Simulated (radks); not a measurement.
# Al¹¹⁺ in [He]: an all-electron calculation

What are the levels of the aluminium ion Al11+, how large are its shells, and how does its energy divide?

Method: scalar-relativistic Kohn-Sham, SOGGA, spin-polarised, spherical densities, point nucleus. Code: radks (a radial shooting solver on a logarithmic mesh, Libxc functionals) version 1.

### Step 1. What is computed

```
element       : aluminium (Z = 13)
charge        : +11
electrons     : 2
configuration : [He]
```

The outer shells:

Al¹¹⁺
```
1s [↑↓]
```

### Step 2. The calculation

The run's settings:

```text
Z 13
configuration [He]
relativity scalar-relativistic
functional sogga,pbe
spin polarised
nucleus point
c 137.035999084
```

Q: Predict the outcome of this run.

As calculated:

| quantity | value |
| --- | --- |
| total energy | -160.87911 hartree |
| exchange-correlation share of it | 4.63 % |
| −T/E | 1.0041 |
| highest occupied level | 1s, -2003.4 eV |
| most extended occupied level | 1s up, <r> = 0.119 bohr |
| radius at density 0.001 e/bohr³ | 0.564 bohr |
| maxima of the radial density | 1 |
| ionisation energy, NIST | 2086.0 (theory) eV |

**Reading.** The radial density shows 1 maxima for 1 occupied principal shells. Relativity lifts −T/E to 1.004. The top level binds by 2003.4 eV, 96 % of the NIST ionisation energy of 2086.0 eV. 
